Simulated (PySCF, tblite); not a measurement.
# ScCl₃: changes of charge

Wanted: changes of charge for ScCl₃ (`[Cl][Sc]([Cl])[Cl]`).

Computed with tblite 0.8.0 and PySCF 2.14.0 and routines of our own; the level stands in each step. Atoms count from 0.

## 1. The starting structure

4 atoms, charge 0, multiplicity 1; geometry from: start built from the parent or by distance geometry.

## 2. Geometry optimisation with GFN2-xTB

The job: settings as JSON, then the geometry in Å.

```
{"job": {"kind": "relax", "xc": "GFN2-xTB", "basis": "xTB"}, "charge": 0, "multiplicity": 1}
Sc     0.012600    -0.005600     0.430500
Cl     2.163200    -0.015800    -0.149200
Cl    -1.046400     1.885400    -0.155600
Cl    -1.108800    -1.854400    -0.171500
```

The run is started by

```
$ OMP_NUM_THREADS=1 python redox_run.py task.json out
```

The driver reads the jobs from task.json and runs them one after another.

Log:

```text
step      E/eV     max force
  0    -402.77578    0.192
  1    -402.77663    0.146
  2    -402.77789    0.044
  3    -402.77796    0.037
  4    -402.77808    0.020
  5    -402.77810    0.010
  6    -402.77810    0.009
```

Run time: 0.03 s. Hardware: 1 thread of Arm Neoverse V2, shared host.

Along the way:

```csv
step,energy from step 0 (eV),largest force (eV/Å)
0,0.0000,0.1915
1,-0.0009,0.1459
2,-0.0021,0.0443
3,-0.0022,0.0369
4,-0.0023,0.0199
5,-0.0023,0.0105
6,-0.0023,0.0091
```

Distances of close pairs at the start and the end, largest changes first:

```csv
bond,before (Å),after (Å),change (Å)
Sc0–Cl1,2.227,2.250,+0.023
Sc0–Cl3,2.245,2.250,+0.006
Sc0–Cl2,2.245,2.249,+0.004
```

The final coordinates are the input of the step that follows.

## 3. Harmonic vibrations with GFN2-xTB

The job: settings as JSON, then the geometry in Å.

```
{"job": {"kind": "ir", "xc": "GFN2-xTB", "basis": "xTB"}, "charge": 0, "multiplicity": 1}
Sc     0.005169    -0.004352     0.436225
Cl     2.176662    -0.017017    -0.152413
Cl    -1.049977     1.891618    -0.156613
Cl    -1.111385    -1.860714    -0.172916
```

Log:

```text
mode    cm-1     km/mol
  1      60.1     26.16
  2      63.7     10.87
  3      65.3     10.38
  4     268.2      4.52
  5     366.2    106.65
  6     366.8    107.68
ZPE 7.120  H(298)-E 26.414  G(298)-E -75.550 kJ/mol  S 341.99 J/(mol K)
```

Run time: 0.1 s. Hardware: 1 thread of Arm Neoverse V2, shared host.

Which atoms move in the most intense modes:

```csv
cm⁻¹,km/mol,atoms
60,26.2,"Sc0 54 %, Cl3 17 %, Cl1 17 %, Cl2 11 %"
64,10.9,"Cl3 36 %, Cl1 31 %, Cl2 19 %, Sc0 14 %"
65,10.4,"Cl2 43 %, Cl1 25 %, Cl3 19 %, Sc0 13 %"
268,4.5,"Cl3 29 %, Cl1 29 %, Cl2 28 %, Sc0 15 %"
366,106.7,"Sc0 54 %, Cl2 31 %"
367,107.7,"Sc0 54 %, Cl1 23 %, Cl3 23 %"
```

## 4. Relaxing the molecule at PBE-D3(BJ)/ma-def2-SVP

The job: settings as JSON, then the geometry in Å.

```
{"job": {"xc": "PBE", "basis": "ma-def2-SVP", "d3": "d3bj", "grid": 1, "kind": "geom"}, "charge": 0, "multiplicity": 1}
Sc     0.005169    -0.004352     0.436225
Cl     2.176662    -0.017017    -0.152413
Cl    -1.049977     1.891618    -0.156613
Cl    -1.111385    -1.860714    -0.172916
```

Log:

```text
step   0  E = -2140.26317391  max force = 0.008720
step   1  E = -2140.26592255  max force = 0.003123
step   2  E = -2140.26659896  max force = 0.003028
step   3  E = -2140.26585367  max force = 0.008103
step   4  E = -2140.26444558  max force = 0.013609
step   5  E = -2140.26648466  max force = 0.003011
step   6  E = -2140.26660237  max force = 0.002485
step   7  E = -2140.26664221  max force = 0.001580
step   8  E = -2140.26642969  max force = 0.006890
step   9  E = -2140.26665045  max force = 0.004506
step  10  E = -2140.26687062  max force = 0.001560
step  11  E = -2140.26681542  max force = 0.001466
step  12  E = -2140.26686417  max force = 0.000991
step  13  E = -2140.26692711  max force = 0.000356
step  14  E = -2140.26691343  max force = 0.000322
step  15  E = -2140.26691873  max force = 0.000330
step  16  E = -2140.26692241  max force = 0.000338
step  17  E = -2140.26692472  max force = 0.000345
optimisation converged
```

Run time: 85 s. Hardware: 1 thread of Arm Neoverse V2, shared host.

Relaxation path: (the energy doesn't fall at every step)

```csv
step,energy from step 0 (eV),largest force component (eV/Å)
0,0.0000,0.4484
1,-0.0748,0.1606
2,-0.0932,0.1557
3,-0.0729,0.4167
4,-0.0346,0.6998
5,-0.0901,0.1548
6,-0.0933,0.1278
7,-0.0944,0.0812
8,-0.0886,0.3543
9,-0.0946,0.2317
10,-0.1006,0.0802
11,-0.0991,0.0754
12,-0.1004,0.0510
13,-0.1021,0.0183
14,-0.1018,0.0166
15,-0.1019,0.0170
16,-0.1020,0.0174
17,-0.1021,0.0177
```

Close pairs (by a distance rule), those that changed most:

```csv
bond,before (Å),after (Å),change (Å)
Sc0–Cl2,2.249,2.286,+0.037
Sc0–Cl1,2.250,2.281,+0.031
Sc0–Cl3,2.250,2.275,+0.024
```

The next job starts from the end point, and lists it.

```csv
at the end point,value
"rotational constants (GHz, main isotopes)","1.906, 1.803, 0.927"
dipole moment (D),0.21
```

## 5. Single point (ScCl₃): wB97X-D3(BJ)/ma-def2-SVP

Geometry: PBE-D3(BJ)/ma-def2-SVP.

The job: settings as JSON, then the geometry in Å.

```
{"job": {"kind": "sp", "xc": "wB97X", "basis": "ma-def2-SVP", "d3": "d3bj", "grid": 2}, "charge": 0, "multiplicity": 1}
Sc    -0.001695     0.019927     0.014777
Cl     2.235717    -0.205040     0.395710
Cl    -1.003207     2.070172    -0.122508
Cl    -1.210317    -1.875351    -0.333609
```

Log:

```text
coarse grid: 26392 points
cycle   1  E = -2141.0255853520  dE =  1.631e-03  |g| = 2.566e-01  |ddm| = 3.113e+00
cycle   2  E = -2141.0516675917  dE = -2.608e-02  |g| = 1.140e-01  |ddm| = 7.851e-01
cycle   3  E = -2141.0553941389  dE = -3.727e-03  |g| = 4.453e-02  |ddm| = 3.208e-01
cycle   4  E = -2141.0563390507  dE = -9.449e-04  |g| = 2.018e-02  |ddm| = 8.686e-02
cycle   5  E = -2141.0565458929  dE = -2.068e-04  |g| = 3.837e-03  |ddm| = 9.080e-02
cycle   6  E = -2141.0565655303  dE = -1.964e-05  |g| = 8.750e-04  |ddm| = 1.818e-02
cycle   7  E = -2141.0565666485  dE = -1.118e-06  |g| = 2.457e-04  |ddm| = 3.308e-03
final grid: 48280 points
cycle   8  E = -2141.0564407880  dE = -1.024e-07  |g| = 1.440e-04  |ddm| = 9.317e-04
cycle   9  E = -2141.0564408048  dE = -1.687e-08  |g| = 8.096e-05  |ddm| = 5.350e-04
cycle  10  E = -2141.0564408087  dE = -3.848e-09  |g| = 4.588e-05  |ddm| = 1.954e-04
converged SCF energy = -2141.0564408087
```

Wall time 4.4 s (1 thread of Arm Neoverse V2, shared host).

The fields below are evaluated on a grid from the run's orbitals.

Frontier orbitals at wB97X/ma-def2-SVP, with the share of their density that lies nearest to each atom:

```csv
orbital,energy (eV),lies on
HOMO,-11.85,"Cl1, Cl2, Cl3 about 33 % each"
LUMO,-1.57,Sc0 89 %
```

ELF in a plane through or near 4 of the atoms.

Ten even steps from ' ' (0.00) to '@' (0.89):
```
                                                        
                                                        
                ....::..                                
            ..--++++**++--..                            
          ::++##@@@@@@@@##++..                          
        ::==##@@%%**##@@%%##--      ::--==--::          
        --**@@@@--##++++@@##..  ::++##%%%%%%**++..      
        --++%%@@##--==%%**::    --##@@@@@@@@%%##--..    
        ..==**%%@@@@@@**::==**--::%%%%----++@@%%==::    
            ::==**++..::@@**::@@::****::##::@@%%++::    
                      ::@@::++@@::==@@%%%%@@@@##==..    
                ::====--::==++--  ::##%%%%%%**++::      
              ::**%%@@@@%%**--..    --==++==--::        
            ::++%%@@%%----%%@@##::                      
            --++%%@@--%%**==@@%%==..                    
            ::++##@@@@**##@@@@##==..                    
              ..==**%%%%%%%%**++..                      
                ..::==++++++==::                        
                                                        
                                                        
```
The map spans 9.7 Å across and 9.5 Å up, centred on the molecule. Atoms in the plane (x, y in Å): Sc0 (0.0, 0.0), Cl1 (-1.5, 1.7), Cl2 (2.3, 0.4), Cl3 (-0.8, -2.1).

log10 of the density (e/Å³) in the same plane.

Ten even steps from ' ' (-4.0) to '@' (2.0):
```
                                                        
                ........                                
          ..::::--------::::..                          
        ..::----========----::..                        
      ..::--==++++****++++==--::::::::::::::::..        
      ..--==++****####**++++==----------------::....    
    ..::--==++**##@@@@##**++========++++++++====--::    
    ..::--==++**######****++++==++++********++++----..  
      ..----==++****************++****######**++==--..  
      ..::::--====++++**##%%@@##****##%%@@##**++==--::..
        ..::::--====++++##%%%%##********##**++++==--..  
          ..::--====++++********++++++++++++====--::..  
          ..----==++********++++============----::..    
        ..::--==++**######****++==----------::::..      
        ..::--==++**##@@@@##**++==--::......            
        ....--==++****####**++++==--....                
          ..::--====++++++++====--::..                  
      ........::----========----::..                    
  ........      ....::::::::::........                  
........              ....      ......                  
```
The map spans 9.7 Å across and 9.5 Å up, centred on the molecule. Atoms in the plane (x, y in Å): Sc0 (0.0, 0.0), Cl1 (-1.5, 1.7), Cl2 (2.3, 0.4), Cl3 (-0.8, -2.1).

On the surface of density 0.002 e/bohr³ the electrostatic potential runs, from the 1st to the 99th percentile, from -0.39 V near Cl2 to 7.60 V near Sc0.

## 6. Single point (ScCl₃− (doublet)): wB97X-D3(BJ)/ma-def2-SVP

Geometry: PBE-D3(BJ)/ma-def2-SVP, that of another charge or spin state.

The job: settings as JSON, then the geometry in Å.

```
{"job": {"kind": "sp", "xc": "wB97X", "basis": "ma-def2-SVP", "d3": "d3bj", "grid": 2}, "charge": -1, "multiplicity": 2}
Sc    -0.001695     0.019927     0.014777
Cl     2.235717    -0.205040     0.395710
Cl    -1.003207     2.070172    -0.122508
Cl    -1.210317    -1.875351    -0.333609
```

Log:

```text
final grid: 48280 points
cycle   1  E = -2141.0829734876  dE = -2.103e-02  |g| = 2.480e-01  |ddm| = 1.692e+00
cycle   2  E = -2141.0838076564  dE = -8.342e-04  |g| = 2.598e-01  |ddm| = 1.671e+00
cycle   3  E = -2141.1273071903  dE = -4.350e-02  |g| = 1.562e-02  |ddm| = 6.483e-01
cycle   4  E = -2141.1279693557  dE = -6.622e-04  |g| = 8.759e-03  |ddm| = 1.317e-01
cycle   5  E = -2141.1282627083  dE = -2.934e-04  |g| = 4.289e-03  |ddm| = 1.016e-01
cycle   6  E = -2141.1283732281  dE = -1.105e-04  |g| = 7.429e-04  |ddm| = 9.725e-02
cycle   7  E = -2141.1283747881  dE = -1.560e-06  |g| = 2.086e-04  |ddm| = 9.948e-03
cycle   8  E = -2141.1283749050  dE = -1.169e-07  |g| = 8.406e-05  |ddm| = 2.561e-03
cycle   9  E = -2141.1283749208  dE = -1.576e-08  |g| = 3.693e-05  |ddm| = 6.521e-04
cycle  10  E = -2141.1283749265  dE = -5.713e-09  |g| = 2.009e-05  |ddm| = 2.970e-04
converged SCF energy = -2141.1283749265
```

It took 42 s on 1 thread of Arm Neoverse V2, shared host.

## 7. Geometry optimisation with GFN2-xTB

This step treats ScCl₃− (doublet).

The job: settings as JSON, then the geometry in Å.

```
{"job": {"kind": "relax", "xc": "GFN2-xTB", "basis": "xTB"}, "charge": -1, "multiplicity": 2}
Sc     0.014500     0.013800     0.009500
Cl     2.225000    -0.196400     0.372700
Cl    -0.985800     2.062600    -0.119300
Cl    -1.212800    -1.860700    -0.354200
```

Log:

```text
step      E/eV     max force
  0    -410.16028    0.341
  1    -410.16292    0.273
  2    -410.16846    0.103
  3    -410.16894    0.096
  4    -410.16960    0.074
  5    -410.16982    0.037
  6    -410.16987    0.018
  7    -410.16989    0.019
  8    -410.16994    0.025
  9    -410.17004    0.036
 10    -410.17022    0.046
 11    -410.17043    0.041
 12    -410.17054    0.019
 13    -410.17056    0.006
```

Wall time 0.05 s (1 thread of Arm Neoverse V2, shared host).

Step by step:

```csv
step,energy from step 0 (eV),largest force (eV/Å)
0,0.0000,0.3411
1,-0.0026,0.2730
2,-0.0082,0.1026
3,-0.0087,0.0963
4,-0.0093,0.0738
5,-0.0095,0.0365
6,-0.0096,0.0183
7,-0.0096,0.0188
8,-0.0097,0.0249
9,-0.0098,0.0362
10,-0.0099,0.0460
11,-0.0102,0.0409
12,-0.0103,0.0192
13,-0.0103,0.0058
```

Close pairs (by a distance rule), those that changed most:

```csv
bond,before (Å),after (Å),change (Å)
Sc0–Cl1,2.250,2.293,+0.043
Sc0–Cl3,2.270,2.293,+0.024
Sc0–Cl2,2.284,2.293,+0.009
```

The end geometry stands in the next job.

## 8. Harmonic vibrations with GFN2-xTB

The job: settings as JSON, then the geometry in Å.

```
{"job": {"kind": "ir", "xc": "GFN2-xTB", "basis": "xTB"}, "charge": -1, "multiplicity": 2}
Sc     0.010903     0.004756    -0.023998
Cl     2.258639    -0.172683     0.390864
Cl    -0.979799     2.070864    -0.106920
Cl    -1.248776    -1.883684    -0.351284
```

Log:

```text
mode    cm-1     km/mol
  1      62.1     33.54
  2      66.0     13.09
  3      66.1     13.08
  4     236.2      0.00
  5     345.3     99.13
  6     345.8     99.31
ZPE 6.708  H(298)-E 26.212  G(298)-E -76.501 kJ/mol  S 344.50 J/(mol K)
```

Wall time 0.1 s (1 thread of Arm Neoverse V2, shared host).

The strongest bands and the atoms that carry them (share of the mass-weighted mode):

```csv
cm⁻¹,km/mol,atoms
62,33.5,"Sc0 70 %, Cl1 10 %"
66,13.1,"Cl1 43 %, Cl2 24 %, Cl3 18 %, Sc0 15 %"
66,13.1,"Cl3 39 %, Cl2 33 %, Sc0 15 %, Cl1 14 %"
345,99.1,"Sc0 55 %, Cl3 28 %, Cl2 14 %"
346,99.3,"Sc0 55 %, Cl1 27 %, Cl2 16 %"
```

## 9. Geometry optimisation at PBE-D3(BJ)/ma-def2-SVP

This step treats ScCl3− (doublet).

The job: settings as JSON, then the geometry in Å.

```
{"job": {"xc": "PBE", "basis": "ma-def2-SVP", "d3": "d3bj", "grid": 1, "kind": "geom"}, "charge": -1, "multiplicity": 2}
Sc     0.010903     0.004756    -0.023998
Cl     2.258639    -0.172683     0.390864
Cl    -0.979799     2.070864    -0.106920
Cl    -1.248776    -1.883684    -0.351284
```

Log:

```text
step   0  E = -2140.33058367  max force = 0.019708
step   1  E = -2140.33576872  max force = 0.004065
step   2  E = -2140.33592324  max force = 0.001462
step   3  E = -2140.33583134  max force = 0.000976
step   4  E = -2140.33590888  max force = 0.000121
step   5  E = -2140.33591205  max force = 0.000034
step   6  E = -2140.33591363  max force = 0.000015
optimisation converged
```

It took 51 s on 1 thread of Arm Neoverse V2, shared host.

Relaxation path: (the energy doesn't fall at every step)

```csv
step,energy from step 0 (eV),largest force component (eV/Å)
0,0.0000,1.0134
1,-0.1411,0.2090
2,-0.1453,0.0752
3,-0.1428,0.0502
4,-0.1449,0.0062
5,-0.1450,0.0017
6,-0.1450,0.0008
```

Close pairs (by a distance rule), those that changed most:

```csv
bond,before (Å),after (Å),change (Å)
Sc0–Cl2,2.293,2.384,+0.091
Sc0–Cl3,2.293,2.379,+0.086
Sc0–Cl1,2.293,2.377,+0.085
```

The end geometry stands in the next job.

```csv
at the end point,value
point group (found at 0.08 Å tolerance),C2v
"rotational constants (GHz, main isotopes)","1.752, 1.653, 0.851"
⟨S²⟩,0.752
```

## 10. Single point (ScCl3): wB97X-D3(BJ)/ma-def2-SVP

Geometry: PBE-D3(BJ)/ma-def2-SVP, that of another charge or spin state.

The job: settings as JSON, then the geometry in Å.

```
{"job": {"kind": "sp", "xc": "wB97X", "basis": "ma-def2-SVP", "d3": "d3bj", "grid": 2}, "charge": 0, "multiplicity": 1}
Sc    -0.013459     0.013110    -0.011432
Cl     2.323417    -0.276197     0.314083
Cl    -0.934327     2.211572    -0.009706
Cl    -1.335781    -1.929522    -0.384263
```

Log:

```text
coarse grid: 26392 points
cycle   1  E = -2141.0097198748  dE = -1.647e-01  |g| = 2.708e-01  |ddm| = 2.902e+00
cycle   2  E = -2141.0312034133  dE = -2.148e-02  |g| = 2.213e-01  |ddm| = 6.296e-01
cycle   3  E = -2141.0452233979  dE = -1.402e-02  |g| = 4.616e-02  |ddm| = 5.470e-01
cycle   4  E = -2141.0467054166  dE = -1.482e-03  |g| = 1.701e-02  |ddm| = 1.020e-01
cycle   5  E = -2141.0469109040  dE = -2.055e-04  |g| = 3.818e-03  |ddm| = 8.905e-02
cycle   6  E = -2141.0469326793  dE = -2.178e-05  |g| = 9.784e-04  |ddm| = 2.064e-02
cycle   7  E = -2141.0469341717  dE = -1.492e-06  |g| = 3.008e-04  |ddm| = 3.722e-03
final grid: 48280 points
cycle   8  E = -2141.0466997726  dE = -1.476e-07  |g| = 1.828e-04  |ddm| = 1.007e-03
cycle   9  E = -2141.0466998002  dE = -2.765e-08  |g| = 1.223e-04  |ddm| = 6.663e-04
cycle  10  E = -2141.0466998082  dE = -8.018e-09  |g| = 6.241e-05  |ddm| = 2.963e-04
converged SCF energy = -2141.0466998082
```

It took 2.4 s on 1 thread of Arm Neoverse V2, shared host.

## 11. Single point (ScCl3− (doublet)): wB97X-D3(BJ)/ma-def2-SVP

Geometry: PBE-D3(BJ)/ma-def2-SVP.

The job: settings as JSON, then the geometry in Å.

```
{"job": {"kind": "sp", "xc": "wB97X", "basis": "ma-def2-SVP", "d3": "d3bj", "grid": 2}, "charge": -1, "multiplicity": 2}
Sc    -0.013459     0.013110    -0.011432
Cl     2.323417    -0.276197     0.314083
Cl    -0.934327     2.211572    -0.009706
Cl    -1.335781    -1.929522    -0.384263
```

Log:

```text
final grid: 48280 points
cycle   1  E = -2141.0925668047  dE = -3.231e-02  |g| = 2.467e-01  |ddm| = 1.645e+00
cycle   2  E = -2141.0999146228  dE = -7.348e-03  |g| = 2.360e-01  |ddm| = 1.506e+00
cycle   3  E = -2141.1368798761  dE = -3.697e-02  |g| = 1.594e-02  |ddm| = 5.345e-01
cycle   4  E = -2141.1375226690  dE = -6.428e-04  |g| = 8.280e-03  |ddm| = 1.308e-01
cycle   5  E = -2141.1377837435  dE = -2.611e-04  |g| = 3.827e-03  |ddm| = 9.694e-02
cycle   6  E = -2141.1378654741  dE = -8.173e-05  |g| = 8.818e-04  |ddm| = 7.429e-02
cycle   7  E = -2141.1378678467  dE = -2.373e-06  |g| = 2.365e-04  |ddm| = 1.087e-02
cycle   8  E = -2141.1378680407  dE = -1.940e-07  |g| = 6.842e-05  |ddm| = 4.833e-03
cycle   9  E = -2141.1378680554  dE = -1.470e-08  |g| = 3.007e-05  |ddm| = 7.597e-04
cycle  10  E = -2141.1378680579  dE = -2.507e-09  |g| = 1.761e-05  |ddm| = 1.833e-04
converged SCF energy = -2141.1378680579
```

Wall time 44 s (1 thread of Arm Neoverse V2, shared host).

## 12. Single point (ScCl₃): wB97X-D3(BJ)/ma-def2-SVP in dichloromethane

Geometry: PBE-D3(BJ)/ma-def2-SVP.

The job: settings as JSON, then the geometry in Å.

```
{"job": {"kind": "sp", "xc": "wB97X", "basis": "ma-def2-SVP", "d3": "d3bj", "grid": 2, "solvent": "dichloromethane"}, "charge": 0, "multiplicity": 1}
Sc    -0.001695     0.019927     0.014777
Cl     2.235717    -0.205040     0.395710
Cl    -1.003207     2.070172    -0.122508
Cl    -1.210317    -1.875351    -0.333609
```

Log:

```text
final grid: 48280 points
cycle   1  E = -2141.0700341394  dE = -1.040e-03  |g| = 3.918e-02  |ddm| = 2.613e-01
cycle   2  E = -2141.0701845316  dE = -1.504e-04  |g| = 3.420e-02  |ddm| = 1.547e-01
cycle   3  E = -2141.0705658027  dE = -3.813e-04  |g| = 2.814e-03  |ddm| = 7.487e-02
cycle   4  E = -2141.0705716996  dE = -5.897e-06  |g| = 1.001e-03  |ddm| = 6.811e-03
cycle   5  E = -2141.0705729459  dE = -1.246e-06  |g| = 2.125e-04  |ddm| = 4.183e-03
cycle   6  E = -2141.0705730180  dE = -7.214e-08  |g| = 5.038e-05  |ddm| = 8.744e-04
cycle   7  E = -2141.0705730212  dE = -3.212e-09  |g| = 1.076e-05  |ddm| = 1.957e-04
converged SCF energy = -2141.0705730212
```

It took 2.2 s on 1 thread of Arm Neoverse V2, shared host.

## 13. Single point (ScCl₃− (doublet)): wB97X-D3(BJ)/ma-def2-SVP in dichloromethane

Geometry: PBE-D3(BJ)/ma-def2-SVP.

The job: settings as JSON, then the geometry in Å.

```
{"job": {"kind": "sp", "xc": "wB97X", "basis": "ma-def2-SVP", "d3": "d3bj", "grid": 2, "solvent": "dichloromethane"}, "charge": -1, "multiplicity": 2}
Sc    -0.013459     0.013110    -0.011432
Cl     2.323417    -0.276197     0.314083
Cl    -0.934327     2.211572    -0.009706
Cl    -1.335781    -1.929522    -0.384263
```

Log:

```text
final grid: 48280 points
cycle   1  E = -2141.2054587549  dE = -4.071e-04  |g| = 7.972e-03  |ddm| = 1.803e-01
cycle   2  E = -2141.2055351576  dE = -7.640e-05  |g| = 4.681e-03  |ddm| = 7.359e-02
cycle   3  E = -2141.2055580300  dE = -2.287e-05  |g| = 1.710e-03  |ddm| = 2.161e-02
cycle   4  E = -2141.2055714569  dE = -1.343e-05  |g| = 5.674e-04  |ddm| = 3.322e-02
cycle   5  E = -2141.2055728671  dE = -1.410e-06  |g| = 2.010e-04  |ddm| = 6.290e-03
cycle   6  E = -2141.2055730481  dE = -1.809e-07  |g| = 6.707e-05  |ddm| = 2.000e-03
cycle   7  E = -2141.2055730699  dE = -2.185e-08  |g| = 4.240e-05  |ddm| = 7.516e-04
cycle   8  E = -2141.2055730821  dE = -1.219e-08  |g| = 3.250e-05  |ddm| = 3.250e-04
cycle   9  E = -2141.2055730988  dE = -1.667e-08  |g| = 1.697e-05  |ddm| = 5.558e-04
cycle  10  E = -2141.2055731028  dE = -4.078e-09  |g| = 9.710e-06  |ddm| = 2.855e-04
converged SCF energy = -2141.2055731028
```

It took 4.8 s on 1 thread of Arm Neoverse V2, shared host.

## 14. Changes of charge: wB97X-D3(BJ)/ma-def2-SVP

This step combines the energies above: geometries from PBE-D3(BJ)/ma-def2-SVP, zero-point and thermal terms from GFN2-xTB.

The job: settings as JSON, then the geometry in Å.

```
{"job": {"kind": "rx", "dirs": [-1], "deep": 3, "geom": {"xc": "PBE", "basis": "ma-def2-SVP", "d3": "d3bj", "grid": 1}, "level": {"xc": "wB97X", "basis": "ma-def2-SVP", "d3": "d3bj", "solvents": ["dichloromethane"]}}, "charge": 0, "multiplicity": 1}
Sc    -0.001695     0.019927     0.014777
Cl     2.235717    -0.205040     0.395710
Cl    -1.003207     2.070172    -0.122508
Cl    -1.210317    -1.875351    -0.333609
```

Output (the driver's rows laid out field by field):

```text
ionisation and electron attachment, wB97X-D3(BJ)/ma-def2-SVP // PBE-D3(BJ)/ma-def2-SVP

row 1
  change                  reduction
  charge                  -1
  multiplicity            2
  vertical_ev             1.9574
  vertical_s2             0.751
  formula                 Cl3Sc
  kept                    yes
  pieces                  1
  point_group             C2v
  adiabatic_electronic_ev 2.2157
  adiabatic_ev            2.22
  free_energy_ev          2.2258
  s2                      0.751
  bonds_moved             0 3 2.275 2.379; 0 2 2.286 2.384; 0 1 2.281 2.377
  spin_on                 0 Sc 1.019
  charge_moved            0 Sc -0.421; 3 Cl -0.199; 1 Cl -0.191; 2 Cl -0.19
  vertical_back_ev        2.4808
  relaxation_parent_ev    0.2651
  relaxation_ion_ev       0.2583
  reorganisation_ev       0.5234
  solution                solvent dichloromethane, absolute_potential_v 3.6836, solvation_parent_kj -37.1, solvation_ion_kj -177.76
```

Wall time 3.9 min (1 thread of Arm Neoverse V2, shared host).

Energy taken up on oxidation, or given off on reduction (eV; adiabatic with zero-point energy):

```csv
change,product,vertical,adiabatic,free energy,reorganisation,⟨S²⟩
reduction (multiplicity 2),Cl3Sc,1.96,2.22,2.23,0.52,0.75
```

On reduction to multiplicity 2 charge changes most on Sc0 (-0.42 e), Cl3 (-0.20 e), Cl1 (-0.19 e); the spin sits on Sc0 (1.02); the bond Sc0–Cl3 goes from 2.275 to 2.379 Å; the absolute potential is 3.68 V in dichloromethane.

(Part 1 of 2 ends here.)
